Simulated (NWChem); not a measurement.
# One shape, several levels: TiNH4O2F (SMILES [NH2][Ti]([OH])([OH])[F])

We compute a comparison of 6 runs (HF/STO-3G, HF/3-21G, B3LYP/6-31G*, BLYP/STO-3G, CCSD(T)/6-31G) of TiNH4O2F. 

Program for the calculation: NWChem 7.3.0.

## Step 1: The molecule

The species is TiNH4O2F (9 atoms), meant as a singlet with charge 0. As SMILES, `[NH2][Ti]([OH])([OH])[F]`. The coordinates come from a PBE0-D4/def2-TZVP relaxation. This is one conformer, not always the lowest.

Bond lengths: N1–Ti2 1.873 Å, Ti2–O3 1.790 Å, Ti2–O4 1.789 Å, Ti2–F5 1.777 Å, N1–H6 1.010 Å, N1–H7 1.010 Å, O3–H8 0.957 Å, O4–H9 0.957 Å. Some angles: N1–Ti2–O3 107.2°, N1–Ti2–O4 108.0°, N1–Ti2–F5 110.8°, O3–Ti2–O4 114.6°, O3–Ti2–F5 109.0°, O4–Ti2–F5 107.3°, Ti2–N1–H6 124.6°, Ti2–N1–H7 124.5°, Ti2–O3–H8 135.8°, Ti2–O4–H9 134.1°.

## Step 2: Energy and forces at HF/STO-3G (run 1)

Input file run.nw:

```
echo
start run
memory 2200 mb
charge 0
geometry units angstroms noautosym nocenter noautoz
   N    -0.491700    0.475000   -1.413800
   Ti    0.316200    0.097600    0.233100
   O     1.168000   -1.467100    0.060200
   O    -0.956900    0.116200    1.490500
   F     1.497500    1.354800    0.659500
   H    -1.291300    1.079700   -1.534200
   H    -0.192400    0.091600   -2.298600
   H     1.086000   -2.339600    0.444700
   H    -1.046800    0.545300    2.341700
end
basis spherical bse
   N library STO-3G
   Ti library STO-3G
   O library STO-3G
   F library STO-3G
   H library STO-3G
end
scf
   nopen 0
   rhf
   thresh 1e-08
   maxiter 80
end
task scf gradient
```

Launch:

```sh
nwchem run.nw > run.out
```

The log of the run:

```text
[...]
  functions       =    42
[...]
  wavefunction    = RHF
[...]
         Total SCF energy =  -1141.904811793962
      One-electron energy =  -2219.208689603937
      Two-electron energy =    752.068857188099
 Nuclear repulsion energy =    325.235020621876
        Time for solution =      4.1s
[...]
                         RHF ENERGY GRADIENTS
    atom               coordinates                        gradient
                 x          y          z           x          y          z
   1 N      -0.929178   0.897620  -2.671695   -0.008270   0.002821  -0.017821
   2 Ti      0.597531   0.184437   0.440495   -0.027993  -0.007212  -0.037091
   3 O       2.207200  -2.772417   0.113762    0.013636  -0.056024   0.002537
   4 O      -1.808279   0.219586   2.816637   -0.028833   0.011826   0.046432
   5 F       2.829865   2.560201   1.246274    0.037370   0.043042   0.014685
   6 H      -2.440203   2.040337  -2.899218    0.008709  -0.006143   0.007753
   7 H      -0.363583   0.173099  -4.343724    0.001139   0.001189   0.012939
   8 H       2.052242  -4.421203   0.840361    0.002544   0.020793  -0.008949
   9 H      -1.978165   1.030468   4.425171    0.001697  -0.010292  -0.020486
[...]
```

It took 6.6 s on 1 thread of Intel Xeon 6975P-C (Granite Rapids), shared host; peak memory 0.1 GiB.

## Step 3: Energy and forces at HF/3-21G (run 2)

Input file fh4no2ti.nw:

```
start fh4no2ti
title "FH4NO2Ti gradient"
memory total 2200 mb

geometry units angstroms noautosym nocenter noautoz
  N    -0.491700    0.475000   -1.413800
  Ti    0.316200    0.097600    0.233100
  O     1.168000   -1.467100    0.060200
  O    -0.956900    0.116200    1.490500
  F     1.497500    1.354800    0.659500
  H    -1.291300    1.079700   -1.534200
  H    -0.192400    0.091600   -2.298600
  H     1.086000   -2.339600    0.444700
  H    -1.046800    0.545300    2.341700
end

basis spherical bse
  N library 3-21G
  Ti library 3-21G
  O library 3-21G
  F library 3-21G
  H library 3-21G
end

scf
  thresh 1e-08
  maxiter 80
  noprint "final vectors analysis"
end

task scf gradient
```

Launch:

```sh
nwchem fh4no2ti.nw > fh4no2ti.out
```

The log of the run:

```text
[...]
  functions       =    71
[...]
  wavefunction    = RHF
[...]
         Total SCF energy =  -1148.760393960902
      One-electron energy =  -2225.563738901613
      Two-electron energy =    751.568324318835
 Nuclear repulsion energy =    325.235020621876
        Time for solution =      6.2s
[...]
                         RHF ENERGY GRADIENTS
    atom               coordinates                        gradient
                 x          y          z           x          y          z
   1 N      -0.929178   0.897620  -2.671695   -0.004732  -0.000145  -0.008452
   2 Ti      0.597531   0.184437   0.440495   -0.001621   0.001742   0.009411
   3 O       2.207200  -2.772417   0.113762    0.015630  -0.022029  -0.009912
   4 O      -1.808279   0.219586   2.816637   -0.023784  -0.002688   0.012856
   5 F       2.829865   2.560201   1.246274    0.014419   0.015257   0.003835
   6 H      -2.440203   2.040337  -2.899218   -0.002086   0.002078  -0.001592
   7 H      -0.363583   0.173099  -4.343724   -0.000318  -0.000674  -0.003514
   8 H       2.052242  -4.421203   0.840361   -0.004309   0.005601   0.002240
   9 H      -1.978165   1.030468   4.425171    0.006802   0.000857  -0.004871
[...]
```

It took 8.7 s on 1 thread of Intel Xeon 6975P-C (Granite Rapids), shared host; peak memory 0.1 GiB.

## Step 4: Energy and forces at B3LYP/6-31G(d) (Cartesian functions) (run 3)

Input file run.py:

```python
from ase import Atoms
from ase.calculators.nwchem import NWChem

system = Atoms(['N', 'Ti', 'O', 'O', 'F', 'H', 'H', 'H', 'H'], positions=[
    [-0.491700, 0.475000, -1.413800],
    [0.316200, 0.097600, 0.233100],
    [1.168000, -1.467100, 0.060200],
    [-0.956900, 0.116200, 1.490500],
    [1.497500, 1.354800, 0.659500],
    [-1.291300, 1.079700, -1.534200],
    [-0.192400, 0.091600, -2.298600],
    [1.086000, -2.339600, 0.444700],
    [-1.046800, 0.545300, 2.341700],
])

calc = NWChem(
    label='calc',
    theory='dft',
    memory='2200 mb',
    basis='6-31G*',
    dft={'xc': 'b3lyp', 'mult': '1', 'grid': 'fine', 'convergence': 'energy 1e-08', 'iterations': '100', 'mulliken': None, 'print': 'low'},
)
system.calc = calc

forces = system.get_forces()
print(f"energy = {system.get_potential_energy():.6f} eV")
print("forces (eV/A):")
for s, f in zip(system.symbols, forces):
    print(f"{s:2s} {f[0]:10.5f} {f[1]:10.5f} {f[2]:10.5f}")
```

Launch:

```sh
export ASE_NWCHEM_COMMAND="nwchem PREFIX.nwi > PREFIX.nwo"
python run.py
```

The log of the run:

```text
energy = -31485.750365 eV
forces (eV/A):
N     0.03450    0.00612    0.04021
Ti    0.16614    0.10588    0.18934
O     0.18435    0.27552   -0.21793
O    -0.11704   -0.22343   -0.28082
F    -0.02823   -0.05173   -0.01810
H    -0.22317    0.15771   -0.05914
H     0.06356   -0.08911   -0.24940
H    -0.07456   -0.39626    0.20178
H    -0.00555    0.21525    0.39405
```

The calculator wrote calc.nwi:

```
title "calc"

permanent_dir calc

scratch_dir calc

start calc

geometry units angstrom nocenter noautosym noautoz
  N  -4.9170000000000003e-01 4.7499999999999998e-01 -1.4137999999999999e+00
  Ti 3.1619999999999998e-01 9.7600000000000006e-02 2.3310000000000000e-01
  O  1.1679999999999999e+00 -1.4671000000000001e+00 6.0199999999999997e-02
  O  -9.5689999999999997e-01 1.1620000000000000e-01 1.4904999999999999e+00
  F  1.4975000000000001e+00 1.3548000000000000e+00 6.5949999999999998e-01
  H  -1.2912999999999999e+00 1.0797000000000001e+00 -1.5342000000000000e+00
  H  -1.9239999999999999e-01 9.1600000000000001e-02 -2.2986000000000000e+00
  H  1.0860000000000001e+00 -2.3395999999999999e+00 4.4469999999999998e-01
  H  -1.0468000000000000e+00 5.4530000000000001e-01 2.3416999999999999e+00
end

memory 2200 mb

basis noprint
   * library 6-31G*
end

dft
  xc b3lyp
  mult 1
  grid fine
  convergence energy 1e-08
  iterations 100
  mulliken
  print low
end

task dft gradient
```

calc.nwo:

```text
Northwest Computational Chemistry Package (NWChem) 7.3.0
             --------------------------------------------------------

           Job information
           ---------------

    nwchem branch   = 7.3.0
    use scalapack   = T
    input           = calc.nwi
    prefix          = calc.
    data base       = calc/calc.db
    status          = startup
    nproc           =        1

           Memory information
           ------------------

    heap     =     72089600 doubles =      550.0 Mbytes
    stack    =     72089597 doubles =      550.0 Mbytes
    global   =    144179200 doubles =     1100.0 Mbytes (distinct from heap & stack)
    total    =    288358397 doubles =     2200.0 Mbytes
    verify   = yes
    hardfail = no

           Directory information
           ---------------------

  0 permanent = calc
  0 scratch   = calc

                                NWChem Input Module
                                -------------------

                                       calc
                                       ----

[... 27 lines left out ...]
            Nuclear Dipole moment (a.u.)
[... 74 lines left out ...]
   convergence    iter        energy       DeltaE   RMS-Dens  Diis-err    time
[... 15 lines left out ...]
         Total DFT energy =    -1157.079993526325
      One electron energy =    -2236.635552636535
           Coulomb energy =      832.533601265884
    Exchange-Corr. energy =      -78.213062777551
 Nuclear repulsion energy =      325.235020621876
[... 17 lines left out ...]
     -------------------------------------------
      Total Density - Lowdin Population Analysis
     -------------------------------------------

    Atom       Charge   Shell Charges
 -----------   ------   -------------------------------------------------------
    1 N    7     7.71   1.98  0.52  2.37  0.40  1.90  0.54
    2 Ti  22    21.08   2.00  1.99  5.95  0.87  4.91  0.15  0.61  0.07  0.19  1.88  1.35  1.12
    3 O    8     8.59   1.98  0.71  2.80  0.46  2.09  0.54
[... 5 lines of this table left out ...]
    9 H    1     0.63   0.43  0.20

                         DFT ENERGY GRADIENTS

    atom               coordinates                        gradient
                 x          y          z           x          y          z
   1 N      -0.929178   0.897620  -2.671695   -0.000671  -0.000119  -0.000782
   2 Ti      0.597531   0.184437   0.440495   -0.003231  -0.002059  -0.003682
   3 O       2.207200  -2.772417   0.113762   -0.003585  -0.005358   0.004238
[... 5 lines of this table left out ...]
   9 H      -1.978165   1.030468   4.425171    0.000108  -0.004186  -0.007663

 Task  times  cpu:       55.3s     wall:       55.3s
 Total times  cpu:       55.3s     wall:       55.3s
```

Run time: 57 s. Hardware: 1 thread of Intel Xeon 6975P-C (Granite Rapids), shared host; peak memory 0.13 GiB.

Runs 4 to 5 aren't shown in full; the table further down has their settings and results.

## Step 5: A single-point energy at CCSD(T)/6-31G (run 6)

Input file work.nw:

```
start work
memory total 2200 mb

geometry noautosym nocenter noautoz
 N    -0.491700    0.475000   -1.413800
 Ti    0.316200    0.097600    0.233100
 O     1.168000   -1.467100    0.060200
 O    -0.956900    0.116200    1.490500
 F     1.497500    1.354800    0.659500
 H    -1.291300    1.079700   -1.534200
 H    -0.192400    0.091600   -2.298600
 H     1.086000   -2.339600    0.444700
 H    -1.046800    0.545300    2.341700
end

basis spherical bse
 * library 6-31G
end

scf
 thresh 1e-08
 maxiter 80
 noprint "final vectors analysis"
end

ccsd
 freeze core 9
 maxiter 60
end

task ccsd(t) energy
```

Launch:

```sh
nwchem work.nw > work.out
```

The log of the run:

```text
[...]
  functions       =    71
[...]
  wavefunction    = RHF
[...]
         Total SCF energy =  -1154.392798591691
      One-electron energy =  -2231.725735972151
      Two-electron energy =    752.097916758584
 Nuclear repulsion energy =    325.235020621876
        Time for solution =     27.4s
[...]
 Total MP2 energy:          -1155.133474988658918
[...]
             energy      energy      error      ampl     ampl      Block
                                                time     time      time
[...]
 Total CCSD energy:          -1155.136768445808457
[...]
 Total CCSD+T(CCSD) energy:          -1155.175707897340999
[...]
 Total CCSD(T) energy:               -1155.166798914739047
[...]
```

It took 2.6 min on 1 thread of Intel Xeon 6975P-C (Granite Rapids), shared host; peak memory 0.25 GiB.

## Step 6: The series

| run | level | Cartesian functions | iteration cap | energy (Eh) | largest force (eV/Å) | wall time |
| --- | --- | --- | --- | --- | --- | --- |
| 1 | HF/STO-3G | no | 80 | -1141.904812 | 3.027 | 6.6 s |
| 2 | HF/3-21G | no | 80 | -1148.760394 | 1.480 | 8.7 s |
| 3 | B3LYP/6-31G* (Cartesian functions) | yes | 100 | -1157.079994 | 0.451 | 57 s |
| 4 | BLYP/STO-3G | no | 100 | -1144.051135 | 4.137 | 21 s |
| 5 | B3LYP/6-31G* (spherical functions) | no | 100 | -1157.064819 | 0.535 | 53 s |
| 6 | CCSD(T)/6-31G | no | 80 | -1155.166799 | – | 2.6 min |

## Step 7: Summary of results

| quantity | value |
| --- | --- |
| run 6: total energy | -1155.16680 Eh |
| run 6: correlation energy (9 core orbitals frozen) | -774.0 mEh |
| run 6: (T) correction | -30.03 mEh |

What this shows: Over runs 1, 2, 5 the dipole moment (its size) runs from 1.43 D (HF/STO-3G) to 2.32 D (HF/3-21G). Totals of different functionals can't be ranked against each other. In runs 1, 4 the basis is minimal, so the values are rough. All runs together took 5 min, the longest 2.6 min.
